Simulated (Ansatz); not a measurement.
# CuCl (quintet): the correlation ladder, def2-QZVPP

One table from this session's results is given with a row withheld; the runs are named, their logs left out.

Method: def2-QZVPP, core rule «outside noble gas», up to 14 orbitals frozen; program: Ansatz 0.2.0, Gaussian basis.

To be run: UHF; ROHF; CCSD(T) on UHF.

2 further runs of the same task are left out: 2 set aside as unsound or not needed.

**What is computed**

The geometry is a PBE0/def2-TZVP stationary point (not a proven minimum) of the parent state, kept for this charge and spin.

2 atoms, charge 0, spin multiplicity 5.

Atoms are counted from 1 here; the program's logs count them from 0.

Bond lengths: Cu1–Cl2 2.141 Å.

Coordinates:

```
Cu    0.0000    0.0000    0.0000
Cl    0.0000    0.0000    2.1406
```

Set-up of the first run:

Contents of in.yaml:

```yaml
crystal:
  periodic: [false, false, false]
  atoms:
    - {symbol: Cu, position_ang: [0.000000, 0.000000, 0.000000]}
    - {symbol: Cl, position_ang: [0.000000, 0.000000, 2.140600]}
basis:
  gaussian: {orbitals: "def2-QZVPP.json"}
magnetization: {spin_polarized: true, initial_magnetization: 4}
hamiltonian: {xc: hf}
output: {orbitals: {seedname: orbitals}}
```

Command:

```sh
> ansatz run in.yaml --threads 1 --pin off --events-out ev --progress --plain --max-ram 3968MiB --backend cpu
```

Steps of the session up to this table: UHF; ROHF; CCSD(T) on UHF.

One of the session's tables, all rows but one given; the rest of the session is left out.

It belongs to the step «Misses and costs». 

```
  method  from UCCSD(T) (kJ/mol)
    ROHF                 +1593.3
     UHF                 +1566.5
    UMP2                   +48.2
   UCCSD                       ?
UCCSD(T)                       0
```

Q: Estimate the row for UCCSD from the others.

The run gave: from UCCSD(T) (kJ/mol): +57.4. In the column «from UCCSD(T) (kJ/mol)» it lies between UMP2 (+48.2) and UHF (+1566.5).
